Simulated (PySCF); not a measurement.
# SiHF3 (SMILES [H][Si](F)(F)F): levels of theory compared

We compute a comparison of 6 runs (r2SCAN/STO-3G, wB97X-V/STO-3G, MP2/STO-3G, CCSDT/STO-3G, NEVPT2(2,2)/STO-3G, FCI/STO-3G) of SiHF3. 

The calculation is run with PySCF 2.14.0.

5 further runs of the same task are left out: 1 that didn't finish, 4 set aside as unsound or not needed.

## (1) The molecule

SiHF3 has 5 atoms, charge 0, and is taken as a singlet. SMILES: `[H][Si](F)(F)F`. The Si1–H2 distance was set to 2.569 Å, away from the relaxed value. At this shape a bond of the SMILES string is far longer than usual.

Bond lengths: Si1–F3 1.580 Å, Si1–F4 1.580 Å, Si1–F5 1.580 Å. Angles: F3–Si1–F4 105.4°, F3–Si1–F5 105.4°, F4–Si1–F5 105.3°.

## (2) The energy at r2SCAN/STO-3G (run 1)

Contents of job.py:

```python
from pyscf import gto, dft

system = gto.M(
    atom='''
Si    -0.009804     0.013394    -1.052039
H      0.013020    -0.018610     1.516860
F      1.437496     0.025094    -1.686169
F     -0.744204     1.274264    -1.658229
F     -0.737084    -1.237236    -1.687379
''',
    verbose=3,
    spin=0,
    max_memory=1860,
    basis='sto-3g',
)

ks = dft.RKS(system)
ks.xc = 'r2scan'
ks.grids.level = 5
ks.conv_tol = 1e-10
ks.kernel()
if not ks.converged:
    ks = ks.newton().run(ks.mo_coeff, ks.mo_occ)

etot = ks.e_tot
print(f'total energy: {etot:.8f} hartree')
```

On the command line:

```bash
$ OMP_NUM_THREADS=1 python job.py
```

Output:

```text
converged SCF energy = -581.711484983911
total energy: -581.71148498 hartree
```

Run time: 7.8 s. Hardware: 1 thread of Arm Neoverse V2, shared host; peak memory 0.23 GiB.

## (3) A single-point energy at wB97X-V/STO-3G (run 2)

Contents of input.py:

```python
from pyscf import gto, dft

molecule = gto.Mole()
molecule.atom = '''
Si    -0.018527     0.025311    -1.988066
H      0.024604    -0.035168     2.866450
F      2.716474     0.047421    -3.186398
F     -1.406342     2.408010    -3.133599
F     -1.392887    -2.338037    -3.188684
'''
molecule.basis = 'sto-3g'
molecule.verbose = 3
molecule.max_memory = 1860
molecule.unit = 'bohr'
molecule.build()

mf = dft.RKS(molecule, xc='wb97x-v')
mf.conv_tol = 1e-10
mf.nlcgrids.level = 1
mf.grids.level = 5
mf.kernel()
if not mf.converged:
    mf = mf.newton().run(mf.mo_coeff, mf.mo_occ)

etot = mf.e_tot
print('Final energy', etot)
```

On the command line:

```bash
$ OMP_NUM_THREADS=1 python input.py
```

Output:

```text
converged SCF energy = -581.660207130403
Final energy -581.6602071304026
```

Run time: 21 s. Hardware: 1 thread of Arm Neoverse V2, shared host; peak memory 0.23 GiB.

Runs 3 to 5 aren't shown in full; the table further down has their settings and results.

## (4) The energy at FCI/STO-3G (run 6)

Contents of calc.py:

```python
from pyscf import gto, mcscf

molecule = gto.Mole()
molecule.atom = '''
Si  -0.009804   0.013394  -1.052039
H    0.013020  -0.018610   1.516860
F    1.437496   0.025094  -1.686169
F   -0.744204   1.274264  -1.658229
F   -0.737084  -1.237236  -1.687379
'''
molecule.charge = 0
molecule.max_memory = 1860
molecule.verbose = 3
molecule.spin = 0
molecule.basis = 'sto-3g'
molecule.build()

hf = molecule.RHF()
hf.conv_tol = 1e-10
hf.kernel()
if not hf.converged:
    hf = hf.newton().run(hf.mo_coeff, hf.mo_occ)

cas = mcscf.CASCI(hf, hf.mo_coeff.shape[-1] - 8, (molecule.nelec[0] - 8, molecule.nelec[1] - 8))  # full CI above the frozen core
cas.fix_spin_(ss=0.0)
cas.kernel()
etot = cas.e_tot
print('E(%s) = %.9f' % ('FCI', etot))
```

On the command line:

```bash
$ OMP_NUM_THREADS=1 python calc.py
```

Output:

```text
converged SCF energy = -580.128687897955
CASCI E = -580.315828892800  E(CI) = -137.447984947003  S^2 = 0.0000000
E(FCI) = -580.315828893
```

Run time: 7.4 min. Hardware: 1 thread of Arm Neoverse V2, shared host; peak memory 1.4 GiB.

## (5) The series

```
run               level  nlc grid  integration grid  energy (Eh)  dipole moment (D) of the reference  HOMO energy (eV)  LUMO energy (eV)  wall time
  1       r2SCAN/STO-3G         –                 5  -581.711485                                0.87             -2.96             -0.01      7.8 s
  2      wB97X-V/STO-3G         1                 5  -581.660207                                0.55             -5.85              2.67       21 s
  3          MP2/STO-3G         –                 –  -580.253185                                0.48             -6.62              3.35     0.69 s
  4        CCSDT/STO-3G         –                 –  -580.315031                                0.48             -6.62              3.35      2.7 s
  5  NEVPT2(2,2)/STO-3G         –                 –  -580.296919                                0.48             -6.62              3.35     0.76 s
  6          FCI/STO-3G         –                 –  -580.315829                                0.48             -6.62              3.35    7.4 min
```

## (6) What came out

| quantity | value |
| --- | --- |
| run 6: total energy | -580.31583 Eh |
| run 6: dipole moment (Hartree–Fock density) | 0.48 D |
| run 6: HOMO energy (Hartree–Fock orbitals) | -6.62 eV |
| run 6: LUMO energy (Hartree–Fock orbitals) | 3.35 eV |
| run 6: HOMO–LUMO gap (Hartree–Fock orbitals) | 9.97 eV |
| run 6: correlation energy (8 core orbitals frozen) | -187.1 mEh |

Against full CI in this basis: MP2 +62.6 mEh; CCSDT +0.8 mEh. Totals of different functionals can't be ranked against each other. In runs 1, 2, 3, 4, 5, 6 the basis is minimal, so the values are rough. In runs 1, 2, 3 a closed-shell determinant meets a far-stretched bond, which it describes badly. All runs together took 8 min, the longest 7.4 min.
